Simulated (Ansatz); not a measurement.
# HfB2: stress in a strained cell

HfB2 is deformed so: zz strain of +3 %. What stress and forces result, by LAPW, PAW and all-electron datasets made for the crystal?

Computed with Ansatz 0.2.0 (DFT PBEsol, scalar-relativistic, unless a step's input says otherwise).

**1. The system as given**

Symmetry: P6/mmm, No. 191, hexagonal system. Conventional cell: a = 3.140 Å, b = 3.140 Å, c = 3.480 Å, α = 90.00°, β = 90.00°, γ = 120.00°. Hf (site symmetry 6/mmm) has 12 B at 2.51 Å as nearest neighbours. B (site symmetry -6m2) has 3 B at 1.81 Å and 6 Hf at 2.51 Å as nearest neighbours.

As a file:

```cif
data_structure
_symmetry_space_group_name_H-M 'P 1'
_symmetry_Int_Tables_number 1
_cell_length_a 3.1400
_cell_length_b 3.1400
_cell_length_c 3.4800
_cell_angle_alpha 90.000
_cell_angle_beta 90.000
_cell_angle_gamma 120.000
_cell_volume 29.71
loop_
_atom_site_label
_atom_site_type_symbol
_atom_site_fract_x
_atom_site_fract_y
_atom_site_fract_z
_atom_site_occupancy
Hf1 Hf 0.00000 0.00000 0.00000 1
B1 B 0.33333 0.66667 0.50000 1
B2 B 0.66667 0.33333 0.50000 1
```

Atoms are numbered in the order of the input: Hf1, B2, B3.

**2. After the deformation**

Space group P6/mmm before, P6/mmm after.

**3. All-electron LAPW**

File input.yaml:

```yaml
crystal:
  lattice:
    - [3.1400001005, 0.0, 0.0]
    - [-1.5700000503, 2.7193198549, 0.0]
    - [0.0, 0.0, 3.5844]
  atoms:
    - { symbol: Hf, position: [0.0, 0.0, 0.0] }
    - { symbol: B, position: [0.3333333333, 0.6666666667, 0.5] }
    - { symbol: B, position: [0.6666666667, 0.3333333333, 0.5] }
kpoints:
  mp_grid: { grid: [13, 13, 11] }
  band_path:
    path:
      - [0.0, 0.0, 0.0]
      - [0.5, 0.0, 0.0]
      - [0.3333333333, 0.3333333333, 0.0]
      - [0.0, 0.0, 0.0]
      - [0.0, 0.0, 0.5]
      - [0.5, 0.0, 0.5]
      - [0.3333333333, 0.3333333333, 0.5]
      - [0.0, 0.0, 0.5]
      - [0.5, 0.0, 0.5]
    npoints: 5
scf:
  occupations: { method: fermi_dirac, width: 0.05 }
hamiltonian:
  xc: pbesol
  pseudopotentials: { kind: all_electron, lapw: { basis_error: 0.0005 } }
output:
  forces: true
  stress: true
  eigenvalues: true
```

On the command line:

```
$ ansatz run input.yaml --threads 1 --pin off --max-ram 6144MiB --backend cpu --events-out ev --progress --plain --runs-dir out
```

**4. PAW on the default files**

File input.yaml:

```yaml
crystal:
  lattice:
    - [3.1400001005, 0.0, 0.0]
    - [-1.5700000503, 2.7193198549, 0.0]
    - [0.0, 0.0, 3.5844]
  atoms:
    - { symbol: Hf, position: [0.0, 0.0, 0.0] }
    - { symbol: B, position: [0.3333333333, 0.6666666667, 0.5] }
    - { symbol: B, position: [0.6666666667, 0.3333333333, 0.5] }
kpoints:
  mp_grid: { grid: [13, 13, 11] }
scf:
  occupations: { method: fermi_dirac, width: 0.05 }
hamiltonian:
  xc: pbesol
  pseudopotentials: { kind: paw }
output:
  forces: true
  stress: true
  eigenvalues: true
  efg: { contact_densities: true }
```

**5. All-electron PAW on datasets made for the crystal**

Changes to input.yaml since step 4:

```diff
@@ -15,3 +15,3 @@
   xc: pbesol
-  pseudopotentials: { kind: paw }
+  pseudopotentials: { kind: all_electron, datasets: crystal }
 output:
```

(Steps that only read results are left out.)

What does the calculation give? Wanted: pressure; largest shear or deviatoric stress.

As calculated:

| quantity | value |
| --- | --- |
| pressure | LAPW -10.41, PAW -10.46, crystal datasets -10.41 GPa |
| largest shear or deviatoric stress (LAPW) | 6.85 GPa |

**Reading.** The largest part of the stress beyond the pressure is 6.85 GPa in size, in the zz component; the atoms are carried along and not relaxed. No run of the undeformed cell stands beside it, so the pressure holds what the given cell had before the change. PAW: stress within 0.11 GPa of LAPW. Crystal datasets: stress within 0.01 GPa of LAPW. Spin-orbit coupling is left out, though the cell holds Hf; in elements this heavy it can shift bands and gaps by tenths of an eV.
